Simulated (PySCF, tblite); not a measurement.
**C₄H₅BO: dynamics, then NMR shifts on frames**

How do NMR shifts of C₄H₅BO (`Bc1ccoc1`) change as the atoms move?

Programs: tblite 0.8.0 and PySCF 2.14.0, with density-fitted response routines of our own. Each step states its level of theory. These are calculated values for one molecule in the gas phase, unless marked as measured. Atoms count from 0, in the outputs and in this text.

### 1 Starting geometry

11 atoms, charge 0, multiplicity 1; geometry from: GFN2-xTB.

Bonds of the start (Å): B0–C1 1.53, C1–C2 1.44, C2–C3 1.35, C3–O4 1.35, O4–C5 1.33, C5–C1 1.38, B0–H6 1.17, B0–H7 1.17, C2–H8 1.07, C3–H9 1.07, C5–H10 1.07.

### 2 Thermal motion with GFN2-xTB

The job: settings as JSON, then the geometry in Å.

```
{"job": {"kind": "md", "xc": "GFN2-xTB", "basis": "xTB", "temperature": 600, "steps": 2000, "every": 50, "frames": 5}, "charge": 0, "multiplicity": 1}
B      1.947223    -0.100790     0.116124
C      0.425491    -0.072653    -0.026030
C     -0.527418     0.745658     0.669231
C     -1.753166     0.408854     0.202452
O     -1.652847    -0.558865    -0.734674
C     -0.355769    -0.838838    -0.864128
H      2.477328     0.613912     0.874013
H      2.573308    -0.841057    -0.537516
H     -0.304136     1.481404     1.414186
H     -2.738680     0.760486     0.436248
H     -0.085909    -1.595439    -1.575869
```

With the program's defaults for keys left out, this is: GFN2-xTB Langevin dynamics, gas phase.

Started as:

```console
$ OMP_NUM_THREADS=1 python probes_run.py task.json out
```

This one command runs all jobs of the session in turn.

The log of the run:

```text
t/fs     T/K      E/eV
    0.0   526.4   -445.85861
   25.0   452.8   -445.60298
   50.0   449.9   -445.19784
   75.0   329.6   -445.16020
  100.0   463.5   -445.15413
  125.0   562.8   -445.31000
  150.0   565.1   -445.22272
  175.0   629.7   -445.41365
  200.0   606.0   -445.31472
  225.0   684.3   -445.20313
  250.0   387.1   -445.29260
  275.0   553.6   -445.36656
  300.0   384.0   -445.17817
  325.0   489.2   -445.28928
  350.0   579.1   -445.25259
  375.0   471.8   -445.06776
  400.0   653.5   -445.17571
  425.0   497.6   -445.16691
  450.0   479.0   -444.91287
  475.0   618.9   -445.13295
  500.0   467.1   -445.18511
  525.0   441.4   -445.22991
  550.0   541.7   -445.34723
  575.0   498.0   -445.10095
  600.0   303.1   -445.13422
  625.0   525.9   -445.09877
  650.0   809.9   -445.32249
  675.0   726.2   -445.18323
  700.0   638.9   -445.35781
  725.0   555.2   -445.33449
  750.0   732.6   -445.31463
  775.0   740.8   -445.20243
  800.0   669.9   -445.04870
  825.0   712.4   -445.35767
  850.0   725.0   -445.17063
  875.0   632.0   -445.22340
  900.0   569.9   -445.36549
  925.0   469.5   -445.26241
  950.0   501.8   -445.40285
  975.0   671.0   -445.14690
 1000.0   599.9   -445.18264
```

It took 7.3 s on 1 thread of Arm Neoverse V1, shared host; peak memory 0.18 GiB.

Distance from the start (root mean square after alignment): 0 fs 0.00 Å, 200 fs 0.18 Å, 400 fs 0.19 Å, 600 fs 0.14 Å, 800 fs 0.21 Å, 1000 fs 0.22 Å.

Positions (Å) and forces (eV/Å) at 1000 fs:

```xyz
11

B     0.443   -0.814    1.636    0.729    1.096   -3.719
C    -0.151   -1.066    0.134    2.822    1.582    0.475
C    -0.864   -2.128   -0.468   -0.732   -1.221    1.724
C    -1.166   -1.822   -1.721    0.477    2.113   -1.215
O    -0.629   -0.592   -1.993    0.737   -0.237   -0.765
C     0.127   -0.204   -0.956   -1.613   -1.232    0.874
H    -0.187   -1.205    2.425   -1.329   -1.117    2.253
H     1.363   -0.065    1.830   -0.573   -0.559   -0.282
H    -1.174   -3.044   -0.007    0.015   -0.019    0.325
H    -1.641   -2.200   -2.582   -0.510   -0.707   -0.163
H     0.721    0.656   -1.164   -0.023    0.300    0.492
```

### 3 Nuclear shieldings: 250 fs, PBE0/pcSseg-1

The job: settings as JSON, then the geometry in Å.

```
{"job": {"kind": "nmr", "xc": "PBE0", "basis": "pcSseg-1", "pop": false}, "charge": 0, "multiplicity": 1}
B      1.232500    -1.751600     0.550600
C      0.087800    -1.012200     0.013000
C     -0.578700     0.130300     0.778900
C     -1.756700     0.315500     0.167600
O     -1.913100    -0.528600    -0.857500
C     -0.781900    -1.296100    -1.028400
H      1.571800    -1.669600     1.608700
H      1.860600    -2.473500    -0.082700
H     -0.147000     0.536700     1.699700
H     -2.602000     0.907500     0.354100
H     -0.987700    -2.037500    -1.756400
```

With the program's defaults for keys left out, this is: GIAO PBE0/pcSseg-1 NMR shielding, non-relativistic, gas phase.

The log of the run:

```text
coarse grid: 9616 points
cycle   1  E = -255.0105023091  dE =  1.025e+00  |g| = 4.595e-01  |ddm| = 3.013e+00
cycle   2  E = -254.9666735117  dE =  4.383e-02  |g| = 6.520e-01  |ddm| = 8.294e-01
cycle   3  E = -255.0618459793  dE = -9.517e-02  |g| = 8.154e-02  |ddm| = 5.023e-01
cycle   4  E = -255.0631320643  dE = -1.286e-03  |g| = 4.478e-02  |ddm| = 1.043e-01
cycle   5  E = -255.0635553646  dE = -4.233e-04  |g| = 1.425e-02  |ddm| = 4.212e-02
cycle   6  E = -255.0635929872  dE = -3.762e-05  |g| = 5.050e-03  |ddm| = 1.365e-02
cycle   7  E = -255.0635991319  dE = -6.145e-06  |g| = 1.441e-03  |ddm| = 5.232e-03
final grid: 94112 points
cycle   8  E = -255.1086199323  dE = -1.443e-05  |g| = 1.179e-02  |ddm| = 2.445e-02
cycle   9  E = -255.1085618617  dE =  5.807e-05  |g| = 2.105e-02  |ddm| = 2.020e-02
cycle  10  E = -255.1086461546  dE = -8.429e-05  |g| = 1.968e-03  |ddm| = 1.360e-02
cycle  11  E = -255.1086470963  dE = -9.417e-07  |g| = 4.152e-04  |ddm| = 1.866e-03
cycle  12  E = -255.1086471383  dE = -4.193e-08  |g| = 1.441e-04  |ddm| = 4.654e-04
cycle  13  E = -255.1086471435  dE = -5.241e-09  |g| = 3.779e-05  |ddm| = 1.466e-04
cycle  14  E = -255.1086471439  dE = -3.424e-10  |g| = 1.033e-05  |ddm| = 3.833e-05
converged SCF energy = -255.1086471439

GIAO shielding tensors (ppm)
atom      isotropic    diamagn.    paramagn.     s11        s22        s33       span
  0 B       36.726     190.813    -154.086    -20.362     -8.962    139.503    159.865
  1 C       40.481     251.334    -210.853    -44.960     11.266    155.137    200.097
  2 C       53.070     253.071    -200.001    -31.415     56.371    134.254    165.669
  3 C       41.077     252.458    -211.380    -44.461     49.436    118.257    162.717
  4 O       -9.006     396.615    -405.621   -152.954    -76.870    202.805    355.759
  5 C       22.503     251.712    -229.209    -55.153     18.596    104.066    159.219
  6 H       25.029      31.094      -6.065     18.928     27.411     28.747      9.819
  7 H       24.967      29.695      -4.728     20.298     26.768     27.835      7.537
  8 H       24.038      31.385      -7.347     22.438     24.257     25.420      2.983
  9 H       24.542      30.820      -6.279     21.823     25.540     26.262      4.439
 10 H       23.498      30.522      -7.024     21.007     23.093     26.393      5.386
```

It took 8.2 s on 1 thread of Arm Neoverse V1, shared host; peak memory 0.57 GiB.

The references, computed at this level on geometries of the same kind, shield at (ppm): 1H TMS 31.72, 13C TMS 186.9, 17O H2O 336.1, 11B BF3·OEt2 100.1. Their shielding less the atom's gives the shift. The references are single molecules in the gas phase, so shifts against H2O, NH3, PH3, H3PO4 or CFCl3 are not on the usual liquid scales and can be off by tens of ppm. Each atom is listed at this fixed geometry, with no averaging over motion; a spectrum would average atoms that exchange fast.

| atoms | environment | σ (ppm) | δ (ppm) |
| --- | --- | --- | --- |
| C5 | aromatic CH next to the ring oxygen | 22.5 | 164.4 |
| C1 | substituted aromatic carbon | 40.5 | 146.4 |
| C3 | aromatic CH next to the ring oxygen | 41.1 | 145.8 |
| C2 | aromatic CH | 53.1 | 133.9 |
| H10 | hydrogen on an aromatic CH next to the ring oxygen | 23.50 | 8.22 |
| H8 | hydrogen on an aromatic CH | 24.04 | 7.68 |
| H9 | hydrogen on an aromatic CH next to the ring oxygen | 24.54 | 7.18 |
| H7 | hydrogen on a boron bonded to C | 24.97 | 6.75 |
| H6 | hydrogen on a boron bonded to C | 25.03 | 6.69 |
| B0 | boron bonded to C, 2 H | 36.7 | 63.3 |
| O4 | aromatic ring oxygen | -9.0 | 345.1 |

Ring of atoms C1, C2, C3, O4, C5: NICS(0) -10.7, NICS(1) -9.9, NICS(1)zz -25.2 ppm (means of both faces).

### 4 NMR shieldings: 425 fs, PBE0/pcSseg-1

The job: settings as JSON, then the geometry in Å.

```
{"job": {"kind": "nmr", "xc": "PBE0", "basis": "pcSseg-1", "pop": false}, "charge": 0, "multiplicity": 1}
B      1.430700    -2.709500     0.951400
C      0.177100    -1.803200     0.480800
C      0.023400    -0.303900     0.555200
C     -1.024400     0.018200    -0.237000
O     -1.659600    -1.071400    -0.739400
C     -0.872200    -2.094100    -0.372500
H      1.780600    -2.527800     2.108900
H      1.925400    -3.574600     0.344900
H      0.807400     0.357000     0.849400
H     -1.517600     0.995700    -0.234600
H     -1.036400    -3.041700    -0.746800
```

Level: GIAO PBE0/pcSseg-1 NMR shielding, non-relativistic, gas phase.

The log of the run:

```text
coarse grid: 9616 points
cycle   1  E = -255.0210776786  dE =  8.931e-01  |g| = 3.809e-01  |ddm| = 3.009e+00
cycle   2  E = -255.0093714527  dE =  1.171e-02  |g| = 4.641e-01  |ddm| = 6.362e-01
cycle   3  E = -255.0530082635  dE = -4.364e-02  |g| = 6.418e-02  |ddm| = 3.482e-01
cycle   4  E = -255.0538031020  dE = -7.948e-04  |g| = 2.555e-02  |ddm| = 6.875e-02
cycle   5  E = -255.0539402087  dE = -1.371e-04  |g| = 1.180e-02  |ddm| = 3.086e-02
cycle   6  E = -255.0539684428  dE = -2.823e-05  |g| = 4.304e-03  |ddm| = 1.148e-02
cycle   7  E = -255.0539725810  dE = -4.138e-06  |g| = 5.465e-04  |ddm| = 3.671e-03
final grid: 94112 points
cycle   8  E = -255.0997985144  dE = -1.995e-05  |g| = 1.070e-02  |ddm| = 2.185e-02
cycle   9  E = -255.0997601840  dE =  3.833e-05  |g| = 1.795e-02  |ddm| = 1.799e-02
cycle  10  E = -255.0998195209  dE = -5.934e-05  |g| = 2.134e-03  |ddm| = 1.164e-02
cycle  11  E = -255.0998206269  dE = -1.106e-06  |g| = 3.840e-04  |ddm| = 2.019e-03
cycle  12  E = -255.0998206624  dE = -3.546e-08  |g| = 1.243e-04  |ddm| = 4.276e-04
cycle  13  E = -255.0998206663  dE = -3.896e-09  |g| = 3.045e-05  |ddm| = 1.377e-04
cycle  14  E = -255.0998206665  dE = -2.260e-10  |g| = 8.326e-06  |ddm| = 3.025e-05
converged SCF energy = -255.0998206665

GIAO shielding tensors (ppm)
atom      isotropic    diamagn.    paramagn.     s11        s22        s33       span
  0 B       20.744     189.867    -169.123    -39.580    -28.066    129.877    169.457
  1 C       39.219     259.175    -219.956    -48.845     14.605    151.898    200.743
  2 C       58.178     256.102    -197.924    -39.428     59.415    154.547    193.975
  3 C       38.479     255.824    -217.345    -49.346     53.250    111.534    160.880
  4 O       38.574     397.311    -358.737    -89.799    -44.251    249.771    339.571
  5 C       25.937     250.548    -224.611    -62.806     32.279    108.339    171.145
  6 H       23.397      27.914      -4.516     17.851     25.655     26.686      8.834
  7 H       23.384      28.275      -4.891     16.714     26.212     27.225     10.511
  8 H       24.782      33.489      -8.707     23.545     24.657     26.143      2.599
  9 H       23.691      30.909      -7.219     20.983     24.343     25.745      4.762
 10 H       24.530      30.609      -6.079     22.081     24.137     27.373      5.293
```

It took 7.7 s on 1 thread of Arm Neoverse V1, shared host; peak memory 0.6 GiB.

Key values: δ C5 161.0, C3 148.4, C1 147.7, C2 128.7, H7 8.33, H6 8.32 ppm.

### 5 Nuclear shieldings: 625 fs, PBE0/pcSseg-1

The job: settings as JSON, then the geometry in Å.

```
{"job": {"kind": "nmr", "xc": "PBE0", "basis": "pcSseg-1", "pop": false}, "charge": 0, "multiplicity": 1}
B      2.076900    -2.451900     1.449000
C      0.840400    -2.043700     0.641300
C      0.874700    -0.971400    -0.441500
C     -0.385100    -0.783000    -0.873100
O     -1.286700    -1.530000    -0.126300
C     -0.482300    -2.271900     0.727200
H      3.271400    -2.012900     1.437200
H      1.952300    -3.271700     2.297500
H      1.756200    -0.670300    -0.973500
H     -0.963200    -0.377900    -1.639300
H     -1.170000    -2.785100     1.415800
```

Method: GIAO PBE0/pcSseg-1 NMR shielding, non-relativistic, gas phase.

The log of the run:

```text
coarse grid: 9616 points
cycle   1  E = -255.0198797031  dE =  8.642e-01  |g| = 4.193e-01  |ddm| = 2.998e+00
cycle   2  E = -254.9911470544  dE =  2.873e-02  |g| = 5.834e-01  |ddm| = 6.786e-01
cycle   3  E = -255.0586918784  dE = -6.754e-02  |g| = 6.531e-02  |ddm| = 3.825e-01
cycle   4  E = -255.0594651989  dE = -7.733e-04  |g| = 2.857e-02  |ddm| = 6.836e-02
cycle   5  E = -255.0596315946  dE = -1.664e-04  |g| = 1.229e-02  |ddm| = 3.282e-02
cycle   6  E = -255.0596636485  dE = -3.205e-05  |g| = 4.676e-03  |ddm| = 1.304e-02
cycle   7  E = -255.0596687464  dE = -5.098e-06  |g| = 1.029e-03  |ddm| = 4.212e-03
final grid: 94112 points
cycle   8  E = -255.1058929942  dE = -1.351e-05  |g| = 1.107e-02  |ddm| = 2.486e-02
cycle   9  E = -255.1058425446  dE =  5.045e-05  |g| = 1.987e-02  |ddm| = 1.832e-02
cycle  10  E = -255.1059156527  dE = -7.311e-05  |g| = 2.032e-03  |ddm| = 1.227e-02
cycle  11  E = -255.1059166537  dE = -1.001e-06  |g| = 3.798e-04  |ddm| = 1.890e-03
cycle  12  E = -255.1059166874  dE = -3.375e-08  |g| = 1.451e-04  |ddm| = 4.400e-04
cycle  13  E = -255.1059166929  dE = -5.519e-09  |g| = 2.860e-05  |ddm| = 1.494e-04
cycle  14  E = -255.1059166931  dE = -1.923e-10  |g| = 9.333e-06  |ddm| = 3.103e-05
converged SCF energy = -255.1059166931

GIAO shielding tensors (ppm)
atom      isotropic    diamagn.    paramagn.     s11        s22        s33       span
  0 B       30.638     187.169    -156.531    -34.127     -5.459    131.498    165.625
  1 C       57.372     256.864    -199.492    -18.532     24.518    166.131    184.663
  2 C       61.116     253.269    -192.152    -22.538     65.862    140.025    162.562
  3 C       33.219     250.979    -217.760    -47.570     35.914    111.312    158.882
  4 O      -20.942     398.782    -419.724   -144.477    -96.174    177.826    322.302
  5 C       17.363     250.215    -232.852    -50.971      3.557     99.504    150.476
  6 H       23.031      26.493      -3.462     18.765     24.663     25.665      6.899
  7 H       24.296      26.619      -2.323     19.975     25.998     26.915      6.941
  8 H       24.795      32.368      -7.572     22.819     25.029     26.539      3.720
  9 H       24.363      32.680      -8.317     21.499     24.104     27.487      5.988
 10 H       23.353      28.356      -5.003     20.142     23.565     26.351      6.208
```

Run time: 7.8 s. Hardware: 1 thread of Arm Neoverse V1, shared host; peak memory 0.6 GiB.

In short: δ C5 169.6, C3 153.7, C1 129.6, C2 125.8, H6 8.69, H10 8.36 ppm.

### 6 Shielding tensors: 800 fs, PBE0/pcSseg-1

The job: settings as JSON, then the geometry in Å.

```
{"job": {"kind": "nmr", "xc": "PBE0", "basis": "pcSseg-1", "pop": false}, "charge": 0, "multiplicity": 1}
B      1.092500    -1.418100     1.695200
C      0.394400    -1.136300     0.337400
C      0.356800    -2.036800    -0.798800
C     -0.694900    -1.564500    -1.563100
O     -1.384200    -0.543500    -0.887800
C     -0.713600    -0.355900     0.233600
H      2.101300    -2.103100     1.747800
H      0.578300    -0.745900     2.478000
H      1.170400    -2.838200    -1.116000
H     -1.271200    -2.082300    -2.367600
H     -1.088900     0.390200     1.019100
```

Level: GIAO PBE0/pcSseg-1 NMR shielding, non-relativistic, gas phase.

The log of the run:

```text
coarse grid: 9616 points
cycle   1  E = -255.0105091090  dE =  8.767e-01  |g| = 4.400e-01  |ddm| = 2.975e+00
cycle   2  E = -254.9835469031  dE =  2.696e-02  |g| = 5.740e-01  |ddm| = 7.990e-01
cycle   3  E = -255.0557509774  dE = -7.220e-02  |g| = 7.079e-02  |ddm| = 4.657e-01
cycle   4  E = -255.0566317737  dE = -8.808e-04  |g| = 4.271e-02  |ddm| = 9.264e-02
cycle   5  E = -255.0570361534  dE = -4.044e-04  |g| = 1.304e-02  |ddm| = 4.129e-02
cycle   6  E = -255.0570689292  dE = -3.278e-05  |g| = 4.552e-03  |ddm| = 1.362e-02
cycle   7  E = -255.0570735436  dE = -4.614e-06  |g| = 8.954e-04  |ddm| = 4.050e-03
final grid: 94112 points
cycle   8  E = -255.1026127163  dE = -1.197e-05  |g| = 1.101e-02  |ddm| = 2.181e-02
cycle   9  E = -255.1025683807  dE =  4.434e-05  |g| = 1.909e-02  |ddm| = 1.790e-02
cycle  10  E = -255.1026346551  dE = -6.627e-05  |g| = 1.866e-03  |ddm| = 1.192e-02
cycle  11  E = -255.1026355211  dE = -8.660e-07  |g| = 3.371e-04  |ddm| = 1.784e-03
cycle  12  E = -255.1026355483  dE = -2.726e-08  |g| = 1.154e-04  |ddm| = 3.917e-04
cycle  13  E = -255.1026355517  dE = -3.396e-09  |g| = 2.842e-05  |ddm| = 1.355e-04
cycle  14  E = -255.1026355519  dE = -1.996e-10  |g| = 8.929e-06  |ddm| = 3.284e-05
converged SCF energy = -255.1026355519

GIAO shielding tensors (ppm)
atom      isotropic    diamagn.    paramagn.     s11        s22        s33       span
  0 B       31.990     196.781    -164.792    -29.067     -5.787    130.823    159.891
  1 C       44.122     253.591    -209.469    -36.609      4.134    164.840    201.449
  2 C       47.789     260.364    -212.575    -56.676     57.205    142.838    199.515
  3 C       26.776     250.260    -223.484    -49.291     40.513     89.107    138.398
  4 O        2.994     396.322    -393.328   -135.957    -87.768    232.708    368.665
  5 C       14.804     254.490    -239.685    -64.332     13.559     95.186    159.519
  6 H       23.668      29.042      -5.374     18.295     25.673     27.037      8.742
  7 H       24.447      31.049      -6.603     17.131     26.315     29.894     12.763
  8 H       22.486      27.885      -5.398     20.615     22.587     24.258      3.643
  9 H       23.254      27.161      -3.908     20.316     24.520     24.925      4.608
 10 H       22.341      29.600      -7.260     19.770     23.425     23.827      4.057
```

It took 7.9 s on 1 thread of Arm Neoverse V1, shared host; peak memory 0.6 GiB.

This run: δ C5 172.1, C3 160.1, C1 142.8, C2 139.1, H10 9.38, H8 9.23 ppm.

### 7 Nuclear shieldings: 1000 fs, PBE0/pcSseg-1

The job: settings as JSON, then the geometry in Å.

```
{"job": {"kind": "nmr", "xc": "PBE0", "basis": "pcSseg-1", "pop": false}, "charge": 0, "multiplicity": 1}
B      0.442600    -0.814100     1.635800
C     -0.150600    -1.066400     0.134100
C     -0.864300    -2.128000    -0.468000
C     -1.166100    -1.821600    -1.720600
O     -0.628700    -0.592400    -1.993100
C      0.126600    -0.204200    -0.955600
H     -0.186700    -1.204800     2.425400
H      1.363000    -0.065200     1.830400
H     -1.174400    -3.044100    -0.007100
H     -1.641400    -2.199800    -2.582100
H      0.721000     0.656200    -1.163700
```

With the program's defaults for keys left out, this is: GIAO PBE0/pcSseg-1 NMR shielding, non-relativistic, gas phase.

The log of the run:

```text
coarse grid: 9616 points
cycle   1  E = -255.0138616215  dE =  1.007e+00  |g| = 4.342e-01  |ddm| = 3.035e+00
cycle   2  E = -254.9853230106  dE =  2.854e-02  |g| = 5.898e-01  |ddm| = 7.594e-01
cycle   3  E = -255.0566289044  dE = -7.131e-02  |g| = 6.364e-02  |ddm| = 4.195e-01
cycle   4  E = -255.0574148448  dE = -7.859e-04  |g| = 2.804e-02  |ddm| = 7.345e-02
cycle   5  E = -255.0575884188  dE = -1.736e-04  |g| = 1.016e-02  |ddm| = 3.153e-02
cycle   6  E = -255.0576133376  dE = -2.492e-05  |g| = 2.402e-03  |ddm| = 9.329e-03
cycle   7  E = -255.0576146577  dE = -1.320e-06  |g| = 6.155e-04  |ddm| = 2.214e-03
final grid: 94112 points
cycle   8  E = -255.1024505007  dE = -1.889e-05  |g| = 1.143e-02  |ddm| = 2.673e-02
cycle   9  E = -255.1024050323  dE =  4.547e-05  |g| = 1.944e-02  |ddm| = 1.895e-02
cycle  10  E = -255.1024744241  dE = -6.939e-05  |g| = 2.118e-03  |ddm| = 1.259e-02
cycle  11  E = -255.1024755030  dE = -1.079e-06  |g| = 3.576e-04  |ddm| = 2.019e-03
cycle  12  E = -255.1024755341  dE = -3.109e-08  |g| = 1.254e-04  |ddm| = 4.218e-04
cycle  13  E = -255.1024755380  dE = -3.933e-09  |g| = 3.784e-05  |ddm| = 1.411e-04
cycle  14  E = -255.1024755383  dE = -3.430e-10  |g| = 9.513e-06  |ddm| = 3.887e-05
converged SCF energy = -255.1024755383

GIAO shielding tensors (ppm)
atom      isotropic    diamagn.    paramagn.     s11        s22        s33       span
  0 B       26.510     192.626    -166.115    -34.577    -18.478    132.586    167.164
  1 C       42.357     253.779    -211.423    -52.754     21.405    158.419    211.173
  2 C       73.364     252.494    -179.130    -11.182     67.093    164.181    175.362
  3 C       40.005     253.569    -213.565    -34.657     43.969    110.702    145.359
  4 O       -7.052     396.718    -403.770   -155.718   -110.766    245.329    401.046
  5 C       18.405     253.073    -234.669    -62.165     15.081    102.298    164.463
  6 H       24.558      31.468      -6.910     16.481     28.211     28.981     12.500
  7 H       23.751      29.556      -5.806     17.927     26.033     27.292      9.365
  8 H       25.059      30.482      -5.424     22.963     25.137     27.076      4.112
  9 H       24.175      30.361      -6.186     21.182     24.339     27.003      5.820
 10 H       23.370      32.308      -8.937     21.061     23.240     25.809      4.748
```

Wall time 7.9 s (1 thread of Arm Neoverse V1, shared host); peak memory 0.6 GiB.

Key values: δ C5 168.5, C3 146.9, C1 144.6, C2 113.6, H10 8.35, H7 7.97 ppm.

### 8 Run by run: NMR shifts

Shifts (ppm) of some atoms, chosen among heavy atoms and hydrogens apart, with basis size and wall time:

| frame | C1 | C3 | C2 | H10 | H8 | B0 | O4 | functions | time |
| --- | --- | --- | --- | --- | --- | --- | --- | --- | --- |
| 250 fs | 146.4 | 145.8 | 133.9 | 8.22 | 7.68 | 63.3 | 345.1 | 127 | 8.2 s |
| 425 fs | 147.7 | 148.4 | 128.7 | 7.19 | 6.94 | 79.3 | 297.5 | 127 | 7.7 s |
| 625 fs | 129.6 | 153.7 | 125.8 | 8.36 | 6.92 | 69.4 | 357.0 | 127 | 7.8 s |
| 800 fs | 142.8 | 160.1 | 139.1 | 9.38 | 9.23 | 68.1 | 333.1 | 127 | 7.9 s |
| 1000 fs | 144.6 | 146.9 | 113.6 | 8.35 | 6.66 | 73.6 | 343.1 | 127 | 7.9 s |

### 9 Summary of results

```
                                           quantity                             value
                                         thermostat                             600 K
                      mean temperature, second half                             597 K
            mean potential energy above the minimum                           0.62 eV
     13C shifts against TMS (PBE0/pcSseg-1, 250 fs)    164.4, 146.4, 145.8, 133.9 ppm
      1H shifts against TMS (PBE0/pcSseg-1, 250 fs)  8.22, 7.68, 7.18, 6.75, 6.69 ppm
11B shifts against BF3·OEt2 (PBE0/pcSseg-1, 250 fs)                          63.3 ppm
     17O shifts against H2O (PBE0/pcSseg-1, 250 fs)                         345.1 ppm
                           range of the shift of O4                297.5 to 357.0 ppm
```

In the second half the potential energy averages 0.62 eV above the minimum; equipartition over 27 harmonic modes at 600 K would give 0.70 eV. With 11 atoms the temperature swings widely (303 to 810 K). Shifts at one fixed geometry are not the observed spectrum, which averages over the motion. In the first frame run (250 fs): Shielding is most anisotropic at O4 (span 356 ppm, paramagnetic term -406 ppm). NICS(1)zz of -25 ppm above the planar ring from C1 marks a diatropic (aromatic) ring current. In ppm, O4 moves most: its shift spreads over 59.5 ppm, from 297.5 (425 fs) to 357.0 (625 fs).
